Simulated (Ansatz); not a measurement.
# Cl4FH3W: the cost of one run

All numbers below are computed with Ansatz 0.2.0 (RKS PBE/def2-SVP).

### Step 1. The starting structure

Bond lengths: W1–Cl2 2.740 Å, W1–Cl3 2.390 Å, W1–H4 1.720 Å, W1–Cl5 2.390 Å, W1–Cl6 2.390 Å, W1–H7 1.720 Å, W1–F8 2.150 Å, Cl3–F8 1.898 Å, Cl6–F8 1.810 Å. Angles (14 of 26 angles, heavy atoms first): Cl2–W1–Cl3 90.0°, Cl2–W1–Cl5 90.0°, Cl2–W1–Cl6 90.0°, Cl2–W1–F8 71.6°, Cl3–W1–Cl5 180.0°, Cl3–W1–Cl6 90.0°, Cl3–W1–F8 49.1°, Cl5–W1–Cl6 90.0°, Cl5–W1–F8 130.9°, Cl6–W1–F8 46.6°, W1–Cl3–F8 58.9°, W1–Cl6–F8 59.7°, W1–F8–Cl3 72.1°, W1–F8–Cl6 73.7°.

Structure file:

```xyz
9

W     0.0000    0.0000    0.0000
Cl    0.0000    0.0000    2.7400
Cl    2.3900    0.0000    0.0000
H     0.0000    1.7200    0.0000
Cl   -2.3900    0.0000    0.0000
Cl    0.0000   -2.3900    0.0000
H     0.0000    0.0000   -1.7200
F     1.4082   -1.4764    0.6779
H     1.0380   -1.0883    1.8560
```

### Step 2. Pulling towards end A

Springs on the bonds that form and break draw the guess towards this end; the thresholds are loose.

input.yaml

```yaml
crystal:
  periodic: [false, false, false]
  atoms:
    - { symbol: W, position_ang: [0.0, 0.0, 0.0] }
    - { symbol: Cl, position_ang: [0.0, 0.0, 2.74] }
    - { symbol: Cl, position_ang: [2.39, 0.0, 0.0] }
    - { symbol: H, position_ang: [0.0, 1.72, 0.0] }
    - { symbol: Cl, position_ang: [-2.39, 0.0, 0.0] }
    - { symbol: Cl, position_ang: [0.0, -2.39, 0.0] }
    - { symbol: H, position_ang: [0.0, 0.0, -1.72] }
    - { symbol: F, position_ang: [1.4082, -1.4764, 0.6779] }
    - { symbol: H, position_ang: [1.038, -1.0883, 1.856] }
basis:
  gaussian: { orbitals: def2-SVP }
hamiltonian:
  xc: pbe
relax:
  f_tol: 0.15
  max_steps: 25
  restrain:
    - { distance: [0, 7], at: 3.05, k: 30.0 }
    - { distance: [8, 1], at: 2.57, k: 30.0 }
    - { distance: [0, 1], at: 2.39, k: 30.0 }
    - { distance: [8, 7], at: 0.92, k: 30.0 }
```

Launch:

```console
$ ansatz run input.yaml --threads 4 --pin off --max-ram 5120MiB --backend cpu --events-out ev --progress --plain --runs-dir out
```

What time and memory should one allow on 4 threads of INTEL XEON PLATINUM 8581C at 2.10GHz (Emerald Rapids), shared host?

About 26 s, with a peak of 0.24 GiB.
